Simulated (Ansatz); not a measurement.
# Mg started on a K site and Mg started on a K site in perovskite KZnF3, 40 atoms, charge 0

Aim: let the atoms about the defect relax, then read the frontier levels by PBEsol, HSE06 and r²SCAN.

Program: Ansatz 0.2.0, PAW, plane waves. These are calculated values, not measurements.

**1. The system as built**

40 atoms (6 K, 2 Mg, 8 Zn, 24 F); a = 8.105 Å, b = 8.105 Å, c = 8.105 Å, α = 90.00°, β = 90.00°, γ = 90.00°. All atoms were shaken off their sites by about 0.02 Å along each axis. Defect site 1: (0.500, 0.500, 0.500). Defect site 2: (0.000, 0.500, 0.500).

Plan of the steps: (2) PBEsol relaxation at the single k point (¼, ¼, ¼), on 8 threads of Intel Xeon 6975P-C; (3) HSE06 single point at the single k point (¼, ¼, ¼), on 8 threads of Intel Xeon 6975P-C; (4) r²SCAN single point at the single k point (¼, ¼, ¼), on 8 threads of Intel Xeon 6975P-C.

**2. PBEsol relaxation in the fixed cell**

in.yaml reads:

```yaml
crystal:
  lattice:
    - [8.104526, 0.000000, 0.000000]
    - [0.000000, 8.104526, 0.000000]
    - [0.000000, 0.000000, 8.104526]
  atoms:
    - { symbol: K, position: [0.995550, 0.000137, 0.001278] }
    - { symbol: K, position: [0.999165, 0.000413, 0.500301] }
    - { symbol: K, position: [0.997256, 0.500659, 0.998517] }
    - { symbol: K, position: [0.499452, 0.999633, 0.995615] }
    - { symbol: K, position: [0.502554, 0.994365, 0.500791] }
    - { symbol: K, position: [0.500674, 0.497708, 0.000177] }
    - { symbol: Mg, position: [0.003277, 0.495853, 0.497724] }
    - { symbol: Mg, position: [0.496509, 0.499575, 0.497420] }
    - { symbol: Zn, position: [0.250210, 0.249396, 0.246348] }
    - { symbol: Zn, position: [0.250532, 0.248951, 0.748397] }
    - { symbol: Zn, position: [0.251683, 0.752148, 0.249468] }
    - { symbol: Zn, position: [0.248309, 0.754370, 0.747941] }
    - { symbol: Zn, position: [0.749581, 0.255634, 0.252124] }
    - { symbol: Zn, position: [0.750913, 0.249559, 0.750241] }
    - { symbol: Zn, position: [0.745485, 0.748969, 0.245125] }
    - { symbol: Zn, position: [0.752690, 0.753539, 0.748463] }
    - { symbol: F, position: [0.246479, 0.246779, 0.998052] }
    - { symbol: F, position: [0.248914, 0.255320, 0.497387] }
    - { symbol: F, position: [0.254819, 0.751974, 0.999836] }
    - { symbol: F, position: [0.254323, 0.754609, 0.505019] }
    - { symbol: F, position: [0.746633, 0.249882, 0.003157] }
    - { symbol: F, position: [0.747860, 0.247202, 0.502571] }
    - { symbol: F, position: [0.749708, 0.746246, 0.002862] }
    - { symbol: F, position: [0.746959, 0.752143, 0.496618] }
    - { symbol: F, position: [0.999082, 0.253664, 0.248562] }
    - { symbol: F, position: [0.998401, 0.249531, 0.748282] }
    - { symbol: F, position: [0.998473, 0.748104, 0.247546] }
    - { symbol: F, position: [0.996816, 0.752780, 0.752300] }
    - { symbol: F, position: [0.501794, 0.248416, 0.248649] }
    - { symbol: F, position: [0.498759, 0.247488, 0.751028] }
    - { symbol: F, position: [0.495976, 0.750319, 0.248194] }
    - { symbol: F, position: [0.503863, 0.754397, 0.748587] }
    - { symbol: F, position: [0.253615, 0.001208, 0.250394] }
    - { symbol: F, position: [0.251360, 0.999235, 0.750458] }
    - { symbol: F, position: [0.248057, 0.499548, 0.251098] }
    - { symbol: F, position: [0.249525, 0.503198, 0.746792] }
    - { symbol: F, position: [0.748471, 0.004831, 0.253162] }
    - { symbol: F, position: [0.749400, 0.995962, 0.747637] }
    - { symbol: F, position: [0.750893, 0.499568, 0.253398] }
    - { symbol: F, position: [0.752394, 0.499785, 0.751563] }
  symmetry: { detect: false }
kpoints:
  mp_grid: { grid: [1, 1, 1], shift: [0.25, 0.25, 0.25] }
hamiltonian:
  xc: pbesol
scf:
  occupations: { method: fermi_dirac, width: 0.01 }
relax:
  f_tol: 0.03
  max_steps: 80
  escape_saddle: false
  adjacent_minimum: "off"
output:
  forces: true
  eigenvalues: true
  populations: true
```

Run with:

```bash
ansatz run in.yaml --threads 8 --pin off --max-ram 13300MiB --runs-dir r --events-out ev --progress --plain
```

The runs that follow: Single point with HSE06; r²SCAN single point.

Before running it: what results should come out? Wanted: for each run, top filled to lowest empty.

**Answer**, as computed:

```
             level                   time  top filled to lowest empty (eV)
PBEsol, relaxation   26 s (8 CPU threads)                             1.43
             HSE06   38 s (8 CPU threads)                             1.74
            r²SCAN  7.3 s (8 CPU threads)                             1.44
```

| quantity | value |
| --- | --- |
| relaxation | 14 recorded steps, 2.95 eV gained |
| largest shift | 1.06 Å (Mg8) |

**What this shows.** Relaxation gains 2.95 eV, with shifts up to 1.06 Å (Mg8). At the same k points, PBEsol gives a spacing 0.31 eV smaller and r²SCAN gives a spacing 0.30 eV smaller than the 1.74 eV of HSE06. In a defect cell this spacing can involve defect levels, so it need not be the gap. The price of HSE06 is about 5.1 times the time of r²SCAN here.
